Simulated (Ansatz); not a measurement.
**H₇NSSi₂ (built from SMILES N[SiH]([SiH3])S): search for a transition state**

Is there a first-order saddle for this 1,2-elimination, which should form S2–H4 and break Si1–S2, N3–H4, and which two structures does it connect?

The runs use Ansatz 0.2.0, Gaussian basis; PBE0-D4, def2-SVP first, then def2-TZVP.

21 further runs of the same task are left out: 21 set aside as unsound or not needed.

## Step 1: The starting structure

The guess: 11 atoms, charge 0, spin multiplicity 1.

Atoms are counted from 1 here; the program's logs count them from 0.

Bond lengths: Si1–N3 1.675 Å, Si1–H5 1.471 Å, Si1–Si6 2.311 Å, S2–H7 1.325 Å, N3–H8 1.006 Å, Si6–H9 1.466 Å, Si6–H10 1.469 Å, Si6–H11 1.466 Å. Angles: N3–Si1–H5 122.9°, N3–Si1–Si6 119.3°, H5–Si1–Si6 115.2°, Si1–N3–H8 132.1°, Si1–Si6–H9 112.6°, Si1–Si6–H10 108.4°, Si1–Si6–H11 113.8°, H9–Si6–H10 107.1°, H9–Si6–H11 106.8°, H10–Si6–H11 108.0°.

Coordinates:

```xyz
11

Si   -0.0433    0.7314    0.3849
S     2.2790    0.4617   -0.5646
N    -0.2863    1.3612   -1.1477
H     1.0010    1.3055   -1.5045
H     0.3252    1.5632    1.5404
Si   -0.9114   -1.3457    0.9051
H     1.9935   -0.6627   -1.2043
H    -0.9386    2.0400   -1.5031
H    -1.3170   -2.1004   -0.2843
H    -2.1152   -1.1525    1.7238
H     0.0131   -2.2017    1.6542
```

Distances that are to change: S2–H4 1.80 Å, Si1–S2 2.52 Å, N3–H4 1.34 Å.

## Step 2: Constrained relaxation of the guess

Input file hold/in.yaml:

```yaml
crystal:
  periodic: [false, false, false]
  atoms:
    - {symbol: Si, position_ang: [-0.043300, 0.731400, 0.384900]}
    - {symbol: S, position_ang: [2.279000, 0.461700, -0.564600]}
    - {symbol: N, position_ang: [-0.286300, 1.361200, -1.147700]}
    - {symbol: H, position_ang: [1.001000, 1.305500, -1.504500]}
    - {symbol: H, position_ang: [0.325200, 1.563200, 1.540400]}
    - {symbol: Si, position_ang: [-0.911400, -1.345700, 0.905100]}
    - {symbol: H, position_ang: [1.993500, -0.662700, -1.204300]}
    - {symbol: H, position_ang: [-0.938600, 2.040000, -1.503100]}
    - {symbol: H, position_ang: [-1.317000, -2.100400, -0.284300]}
    - {symbol: H, position_ang: [-2.115200, -1.152500, 1.723800]}
    - {symbol: H, position_ang: [0.013100, -2.201700, 1.654200]}
basis:
  gaussian: {orbitals: def2-SVP}
hamiltonian: {xc: pbe0, dispersion: d4}
relax: {f_tol: 0.08, max_steps: 120, escape_saddle: false, constraints: [{distance: [1, 3]}, {distance: [0, 1]}, {distance: [2, 3]}]}
```

No record of the launch command was kept for these runs.

The runs that follow: Saddle search in the small basis; Saddle search in triple zeta; Vibrations at the point found; Relaxing after a step of 0.30 Å one way along the mode; Relaxing after a step of 0.30 Å the other way along the mode.

**Question.** What will these runs give? Wanted: imaginary mode; barrier from the start side; barrier from the end side; energy of the step; pairs that change; zero-point energy at the saddle.

**Answer**, as computed:

| quantity | value |
| --- | --- |
| imaginary mode | 559i cm⁻¹ |
| barrier from the start side | 280.7 kJ/mol |
| barrier from the end side | 18.0 kJ/mol |
| energy of the step | +262.7 kJ/mol |
| pairs that change | S2–H4 formed, Si1–S2 broken, N3–H4 broken |
| zero-point energy at the saddle | 1.713 eV |

In words: The point has a single imaginary mode (559i cm⁻¹), as a transition state must. The two relaxations end on the structures that were planned. At PBE0-D4/def2-TZVP the electronic barrier is 280.7 kJ/mol, about 113 kT at 298 K, and the step runs 262.7 kJ/mol uphill. A step off the saddle overshot and began above it in energy, so the link to its end is likely but not proven. The ends are the nearest minima, not always the lowest complexes.
